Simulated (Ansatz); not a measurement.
# Zr3MoC (Pm-3m) in Ansatz: further runs

The runs below take Zr3MoC through relaxation of cell and atoms, with PBE, PBE+D3(BJ).

Everything below comes from runs of Ansatz 0.2.0. Logs are shortened: lines on timing, memory, paths and dates and some standing lists are left out, and cuts for length are marked.

### 1 Starting point

The structure is cubic, space group Pm-3m (No. 221). The conventional cell has a = 4.943 Å, b = 4.943 Å, c = 4.943 Å, α = 90.00°, β = 90.00°, γ = 90.00°. Zr (site symmetry 4/mmm) has 2 Mo at 2.47 Å as nearest neighbours. Mo (site symmetry m-3m) is surrounded by 6 Zr at 2.47 Å. C (site symmetry m-3m) is surrounded by 12 Zr at 3.49 Å.

The cell was built by a generator and needn't be a form met in nature.

### 2 Relaxation of cell and atoms, PBE

input.yaml reads:

```yaml
crystal:
  lattice:
    - [4.94251, 0.0, 0.0]
    - [0.0, 4.94251, 0.0]
    - [0.0, 0.0, 4.94251]
  atoms:
    - { symbol: Zr, position: [0.5, 0.0, 0.0] }
    - { symbol: Zr, position: [0.0, 0.5, 0.0] }
    - { symbol: Zr, position: [0.0, 0.0, 0.5] }
    - { symbol: Mo, position: [0.0, 0.0, 0.0] }
    - { symbol: C, position: [0.5, 0.5, 0.5] }
hamiltonian:
  xc: pbe
  pseudopotentials: { kind: paw }
kpoints:
  mp_grid: { grid: [5, 5, 5] }
scf:
  occupations: { method: fermi_dirac, width: 0.05 }
output:
  forces: true
  stress: true
  eigenvalues: true
relax:
  f_tol: 0.01
  max_steps: 40
  cell: { stress_tol: 0.05 }
```

Potentials or basis: Ansatz PAW.

The run is started by

```console
$ ansatz run input.yaml --threads 2 --pin off --max-ram 5632MiB --backend cpu --events-out ev --progress --plain --runs-dir out
```

What it wrote:

```text
Warning: RAYON_NUM_THREADS=2 ignored (pool sized by the plan → 2); use --threads N
Engine: ansatz 0.2.0, aarch64-unknown-linux-gnu
Pseudopotentials: kind: paw
Pseudopotential: Zr, paw, valence charge 12, recommended cutoff 420 eV (normal), Zr.paw.azcp
Pseudopotential: Mo, paw, valence charge 14, recommended cutoff 420 eV (normal), Mo.paw.azcp
Pseudopotential: C, paw, valence charge 4, recommended cutoff 420 eV (normal), C.paw.azcp
Functional definition: PBE
  parameter kappa = 0.804
  parameter beta = 0.06672455060314922
  exchange = pbe_x(kappa = kappa, mu = beta*pi^2/3)
  correlation = pbe_c(beta = beta)
Crystal: 5 atoms, lattice volume = 120.738 Å³
Basis set: ecut = 420 eV, 2373 PW (Γ), exchange–correlation on 72×72×72 points (8 copies of the dense FFT grid, shifted against one another)
Bands: 33, of which v1, the nominal top of the filled ones, is band 27 counted from 1 (26 counted from 0)
Symmetry: 48 space group operations
Space group: Pm-3m (ITA 221), of the structure as read, at distance tolerance 4.9e-5 Å
k-points: 10 of 125
Non-local potential: Zr, projectors of the file, l = 0: 3, l = 1: 2, l = 2: 2, l = 3: 2
Non-local potential: Mo, projectors of the file, l = 0: 3, l = 1: 2, l = 2: 2, l = 3: 1
Non-local potential: C, projectors of the file, l = 0: 2, l = 1: 2, l = 2: 1
PAW form: soft (Blöchl's): semilocal exchange-correlation on the pseudo side does not see the compensation charge
PAW one-centre angular grid: Zr, 590 points (default); XC on 64 Gauss nodes
PAW one-centre angular grid: Mo, 590 points (default); XC on 64 Gauss nodes
PAW one-centre angular grid: C, 110 points (default); XC on 64 Gauss nodes
Initial density: superposition of atomic densities (neutral atoms: chi_scale 0, normalization atom), corrected by the library's trained network
Initial wavefunctions: pseudopotential atomic-orbital guess
Functional: x = pbe(κ = 0.804, μ = 0.2195149727645171), c = pbe(β = 0.06672455060314922)
SCF iter   1: F=—  HF=-17749.121762 eV  |F-HF|=—  |Δ(HF+E_count)|=         —  Δρ=1.23e-2  dr2=4.65e-1  ethr=1.77e-3  ⟨swp⟩=5.0  Hψ=1160  notcnv=0
preconditioner: auto → Kerker (q_TF=auto, 2.386 Å⁻¹)  [metal: Δε(μ)=0.079 eV  Ē_g=3.527 eV  σ=0.050 eV  W_gap=0.37  n_scr=26 (ndim 8)  ℏωp=15.9 eV  f_vac=0.000  D(μ)=7.38/eV (n_scr^D=80)]
SCF iter   2: F=—  HF=-17749.084070 eV  |F-HF|=—  |Δ(HF+E_count)|=   3.77e-2  Δρ=5.86e-3  dr2=4.50e-2  ethr=8.62e-4  ⟨swp⟩=2.1  Hψ=479  notcnv=0
SCF iter   3: F=—  HF=-17749.080043 eV  |F-HF|=—  |Δ(HF+E_count)|=   4.03e-3  Δρ=2.66e-3  dr2=5.62e-3  ethr=8.32e-5  ⟨swp⟩=2.0  Hψ=478  notcnv=0
SCF iter   4: F=—  HF=-17749.080309 eV  |F-HF|=—  |Δ(HF+E_count)|=   2.66e-4  Δρ=4.04e-4  dr2=2.49e-4  ethr=1.04e-5  ⟨swp⟩=2.0  Hψ=445  notcnv=0
SCF iter   5: F=—  HF=-17749.080334 eV  |F-HF|=—  |Δ(HF+E_count)|=   2.59e-5  Δρ=1.16e-4  dr2=1.96e-5  ethr=4.60e-7  ⟨swp⟩=1.8  Hψ=347  notcnv=0
SCF iter   6: F=—  HF=-17749.080327 eV  |F-HF|=—  |Δ(HF+E_count)|=   7.59e-6  Δρ=2.63e-5  dr2=1.13e-6  ethr=3.63e-8  ⟨swp⟩=2.3  Hψ=404  notcnv=0
SCF iter   7: F=—  HF=-17749.080327 eV  |F-HF|=—  |Δ(HF+E_count)|=   3.36e-7  Δρ=7.80e-6  dr2=1.25e-7  ethr=1.85e-10  ⟨swp⟩=6.5  Hψ=1403  notcnv=0
SCF iter   8: F=-17749.080327 eV  HF=-17749.080327 eV  |F-HF|=6.96e-9  |Δ(HF+E_count)|=   1.94e-9  Δρ=2.68e-6  dr2=1.66e-8  ethr=1.85e-10  ⟨swp⟩=4.1  Hψ=989  notcnv=0
SCF 1 converged in 8 iterations: F = -17749.080327 eV  dr2 = 1.66e-8
relax step   1: F+E_penalty+E_count = -17749.08032724 eV  Δ(F+E_penalty+E_count) = +0.000e0 eV  max|allowed force component| = 1.336e-29 eV/Å  Δτ_max = 0.0000 Å  P = +0.780 GPa  Ω = 120.738 Å³  (8 SCF iters, dr2 threshold 1.00e-7 eV, accepted)
Crystal: 5 atoms, lattice volume = 122.560 Å³
[... 23 lines left out ...]
SCF 3 converged in 6 iterations: F = -17749.082833 eV  dr2 = 2.81e-9
relax step   3: F+E_penalty+E_count = -17749.08283321 eV  Δ(F+E_penalty+E_count) = -9.114e-4 eV  max|allowed force component| = 8.697e-30 eV/Å  Δτ_max = 0.0000 Å  P = -0.005 GPa  Ω = 121.966 Å³  energy of the carried Pulay correction = -4.386e-4 eV  (6 SCF iters, dr2 threshold 3.45e-7 eV, accepted)
Initial wavefunctions: pseudopotential atomic-orbital guess (no wavefunctions were taken with the density)
iter 1 solved again at ethr=1.60e-7 eV; its pass at ethr=3.10e-3 eV (dr2=8.64e-5 eV) is discarded
SCF iter   1: F=—  HF=-17749.083287 eV  |F-HF|=—  |Δ(HF+E_count)|=         —  Δρ=4.42e-5  dr2=1.79e-7  ethr=1.60e-7  ⟨swp⟩=3.2  Hψ=2088  notcnv=0
preconditioner: auto → Kerker (q_TF=auto, 2.382 Å⁻¹)  [metal: Δε(μ)=0.048 eV  Ē_g=3.504 eV  σ=0.050 eV  W_gap=0.23  n_scr=26 (ndim 8)  ℏωp=15.8 eV  f_vac=0.000  D(μ)=8.05/eV (n_scr^D=80)]
SCF iter   2: F=—  HF=-17749.083286 eV  |F-HF|=—  |Δ(HF+E_count)|=   1.07e-6  Δρ=2.23e-5  dr2=2.68e-8  ethr=3.31e-10  ⟨swp⟩=2.2  Hψ=607  notcnv=0
SCF iter   3: F=—  HF=-17749.083290 eV  |F-HF|=—  |Δ(HF+E_count)|=   3.76e-6  Δρ=3.04e-6  dr2=1.34e-9  ethr=4.96e-11  ⟨swp⟩=2.0  Hψ=439  notcnv=0
SCF iter   4: F=—  HF=-17749.083290 eV  |F-HF|=—  |Δ(HF+E_count)|=   6.06e-8  Δρ=2.63e-7  dr2=1.04e-10  ethr=2.48e-12  ⟨swp⟩=2.0  Hψ=445  notcnv=0
iter 5 did not close the SCF: its close was put off for the readings that it lacked (scf_convergence_deferred on its scf_iter line)
SCF iter   5: F=-17749.083290 eV  HF=-17749.083290 eV  |F-HF|=2.55e-11  |Δ(HF+E_count)|=  3.64e-12  Δρ=1.07e-7  dr2=1.61e-11  ethr=1.00e-12  ⟨swp⟩=1.0  Hψ=330  notcnv=0
iter 6 did not close the SCF: its close was put off for the readings that it lacked (scf_convergence_deferred on its scf_iter line)
SCF iter   6: F=-17749.083290 eV  HF=-17749.083290 eV  |F-HF|=0.00e0  |Δ(HF+E_count)|=  2.18e-11  Δρ=2.21e-8  dr2=7.80e-13  ethr=1.00e-12  ⟨swp⟩=1.0  Hψ=330  notcnv=0
iter 7 did not close the SCF: its close was put off for the readings that it lacked (scf_convergence_deferred on its scf_iter line)
SCF iter   7: F=-17749.083290 eV  HF=-17749.083290 eV  |F-HF|=0.00e0  |Δ(HF+E_count)|=  3.64e-12  Δρ=3.75e-9  dr2=2.52e-14  ethr=1.00e-12  ⟨swp⟩=1.0  Hψ=330  notcnv=0
iter 8 did not close the SCF: its close was put off for the readings that it lacked (scf_convergence_deferred on its scf_iter line)
SCF iter   8: F=-17749.083290 eV  HF=-17749.083290 eV  |F-HF|=0.00e0  |Δ(HF+E_count)|=    0.00e0  Δρ=8.39e-10  dr2=8.03e-16  ethr=1.00e-12  ⟨swp⟩=1.0  Hψ=330  notcnv=0
SCF iter   9: F=-17749.083290 eV  HF=-17749.083290 eV  |F-HF|=3.64e-12  |Δ(HF+E_count)|=    0.00e0  Δρ=1.45e-10  dr2=1.67e-17  ethr=1.00e-12  ⟨swp⟩=1.5  Hψ=729  notcnv=0
SCF 4 converged in 9 iterations: F = -17749.083290 eV  dr2 = 1.67e-17
relax step   4: F+E_penalty+E_count = -17749.08328960 eV  Δ(F+E_penalty+E_count) = -4.564e-4 eV  max|allowed force component| = 4.720e-30 eV/Å  Δτ_max = 0.0000 Å  P = -0.002 GPa  Ω = 121.966 Å³  stress off target by 2.13e-3 GPa  SCF on the basis re-selected at this cell (its energy is not comparable with the rows above)  (9 SCF iters)
basis re-selected at this cell: Δ(F+E_penalty+E_count) = -4.564e-4 eV, ΔP = +0.003 GPa vs the last step (what re-selecting the basis moved, of the pressure what is left beyond the Pulay correction that the steps carried, after the strain that the cell walked since its last selection, with what the two solves' SCF thresholds leave and, on support functions, any second-order correction that the steps lacked; it is no measure of the basis error at this ecutwfc). This SCF's stress stands 2.13e-3 GPa from its target on what of the cell is left free (relax.cell.stress_tol is 5.00e-2 GPa) and its largest allowed force component is 4.72e-30 eV/Å (relax.f_tol is 1.00e-2 eV/Å): within both
SCF converged after 9 iterations
Free energy (F): -17749.083290 eV
Harris-Foulkes:  -17749.083290 eV  (|F-HF|=3.64e-12)
Internal energy: -17749.019219 eV  (E = F + TS)
E sigma→0 (E₀):  -17749.051254 eV
Entropy (-TS):   -0.064071 eV (-12.814 meV/atom)
Fermi energy:    10.273812 eV
--- Per-component energies (eV) ---
  E_band       = -607.903656
  E_kinetic    = 1518.315301
  E_local      = -4531.916679  (includes V_loc(G=0)·N_el)
  E_nonlocal   = 420.249148
  E_hartree    = 1615.914071
  E_xc         = -709.694179
  E_vxc        = -852.268027  (∫ρ·V_xc dr)
  E_paw        = -12164.077184  (= ΣΔE_a)
  E_vpaw       = -394.111672  (= ΣTr[D̂ρ^β])
  E_aug_tail   = 0.000131  (compensation charges beyond the density's cutoff)
  E_ewald      = -3897.809828
  E_smearing   = -0.064071  (= −TS)
  E_closure    = -0.000000  (closes the sum)
  Σ components = -17749.083290   (vs F -17749.083290, Δ=0.00e0)
--- Forces (eV/Å), atoms counted from 1 ---
  atom   1  Zr     0.00000000    -0.00000000     0.00000000
  atom   2  Zr    -0.00000000    -0.00000000     0.00000000
  atom   3  Zr     0.00000000    -0.00000000    -0.00000000
  atom   4  Mo     0.00000000    -0.00000000     0.00000000
  atom   5  C      0.00000000     0.00000000    -0.00000000
  max |Σ_I F_I| component: 1.32e-29 eV/Å
--- Stress (GPa, compression-positive) ---
       -0.002133       0.000000       0.000000
        0.000000      -0.002133       0.000000
        0.000000       0.000000      -0.002133
  P = ⅓ Tr σ = -0.0021 GPa (-0.021 kbar)
--- Band table (eV; the first three rows and the last of 10) ---
  k-point 0: bands = ["-49.4756", "-38.9099", "-38.8881", "-38.8881", "-24.0379", "-24.0379", "-24.0379", "-16.9771", "-16.9771", "-16.9771", "-16.9384", "-16.9384", "-16.9384", "-16.6060", "-16.6060", "-16.6060", "1.8431", "6.4782", "6.5735", "6.5735", "6.5735", "7.2692", "7.2692", "9.4407", "9.4407", "9.7949", "9.8536", "9.8536", "9.8536", "12.0328", "12.0328", "12.0328", "13.8708"]
  k-point 1: bands = ["-49.4750", "-38.9103", "-38.8937", "-38.8880", "-24.0369", "-24.0369", "-23.9639", "-16.9792", "-16.9746", "-16.9746", "-16.9432", "-16.9432", "-16.9396", "-16.7450", "-16.6080", "-16.6080", "1.9121", "6.5429", "6.6058", "6.8215", "6.8215", "7.2960", "7.7821", "8.7903", "9.6901", "9.7598", "9.7598", "9.9001", "10.7402", "11.8793", "12.1608", "12.1608", "12.6552"]
  k-point 2: bands = ["-49.4740", "-38.9122", "-38.9015", "-38.8880", "-24.0353", "-24.0353", "-23.8395", "-16.9983", "-16.9673", "-16.9673", "-16.9568", "-16.9541", "-16.9541", "-16.9414", "-16.6112", "-16.6112", "2.0299", "6.4388", "6.6601", "7.3217", "7.3217", "7.3362", "8.3092", "9.3263", "9.8322", "9.8322", "10.2975", "10.4236", "10.8131", "10.8131", "11.1768", "11.6432", "12.4583"]
  k-point 9: bands = ["-49.4708", "-38.9124", "-38.9104", "-38.9104", "-23.8348", "-23.8344", "-23.8344", "-17.1129", "-17.0732", "-17.0720", "-17.0720", "-16.9204", "-16.9204", "-16.8567", "-16.8567", "-16.8551", "2.1143", "7.9630", "8.2943", "8.2943", "8.4605", "8.4689", "8.4689", "9.9596", "9.9933", "9.9933", "10.2132", "10.2132", "10.6085", "10.8418", "11.2237", "11.2237", "11.3495"]
--- Relaxed structure (3 steps of the walk, 3 accepted, 1 SCFs on fresh bases) ---
  F+E_penalty+E_count = -17749.08328960 eV   max|allowed force component| = 4.720e-30 eV/Å   (the final SCF, on the basis selected at the relaxed cell)
  cell:  # Å, volume = 121.9663 Å³
    - [4.959218625062114, 9.579495296301094e-35, -3.530871564709932e-34]
    - [-1.609957062886205e-34, 4.959218625062114, 8.024708101613482e-36]
    - [-3.530871564709932e-34, 2.407412430484045e-35, 4.959218625062114]
  atoms:
    - { symbol: Zr, position: [0.5, 2.536890447831566e-38, -1.6236098868203677e-37] }
    - { symbol: Zr, position: [3.65312224535426e-37, 0.5, 4.0590247168108716e-38] }
    - { symbol: Zr, position: [-2.4354148301648283e-37, 1.2684452240486193e-37, 0.5] }
    - { symbol: Mo, position: [3.003678290565119e-36, -7.610671344675658e-38, 4.0590247176968727e-38] }
    - { symbol: C, position: [0.5, 0.5, 0.5] }
```

Run time: 7.1 s. Hardware: 2 threads of Arm Neoverse V2, shared host; peak memory 0.41 GiB.

What came out:

```yaml
Free_energy: -17749.0833 eV
Relaxed_volume: 24.39 Å³/atom
Relaxed_cell: a = 4.959 Å, b = 4.959 Å, c = 4.959 Å, α = 90.00°, β = 90.00°, γ = 90.00°
Space_group_after_relaxing_to_0.05_Å: Pm-3m (No. 221)
Energy_gained_by_relaxing: 0.6 meV/atom
Ionic_steps: 4
Pressure_after_relaxing: 0.0 GPa
Band_gap_on_the_k_mesh: none (metal or under the smearing width)
```

Step by step:
| step | energy change (eV) | largest force (eV/Å) | volume (Å³) |
| --- | --- | --- | --- |
| 1 | 0.0000 | 0.0000 | 120.74 |
| 2 | -0.0016 | 0.0000 | 122.56 |
| 3 | -0.0025 | 0.0000 | 121.97 |
| 4 | -0.0030 | 0.0000 | 121.97 |

Final structure:
```cif
data_structure
_symmetry_space_group_name_H-M 'P 1'
_symmetry_Int_Tables_number 1
_cell_length_a 4.9592
_cell_length_b 4.9592
_cell_length_c 4.9592
_cell_angle_alpha 90.000
_cell_angle_beta 90.000
_cell_angle_gamma 90.000
_cell_volume 121.97
loop_
_atom_site_label
_atom_site_type_symbol
_atom_site_fract_x
_atom_site_fract_y
_atom_site_fract_z
_atom_site_occupancy
Zr1 Zr 0.50000 0.00000 0.00000 1
Zr2 Zr 0.00000 0.50000 0.00000 1
Zr3 Zr 0.00000 0.00000 0.50000 1
Mo1 Mo 0.00000 0.00000 0.00000 1
C1 C 0.50000 0.50000 0.50000 1
```

Caveat: the plane-wave basis is chosen anew once the cell has moved, so the energies of steps on either side of that aren't comparable.

(Continued in part 2 of 2.)
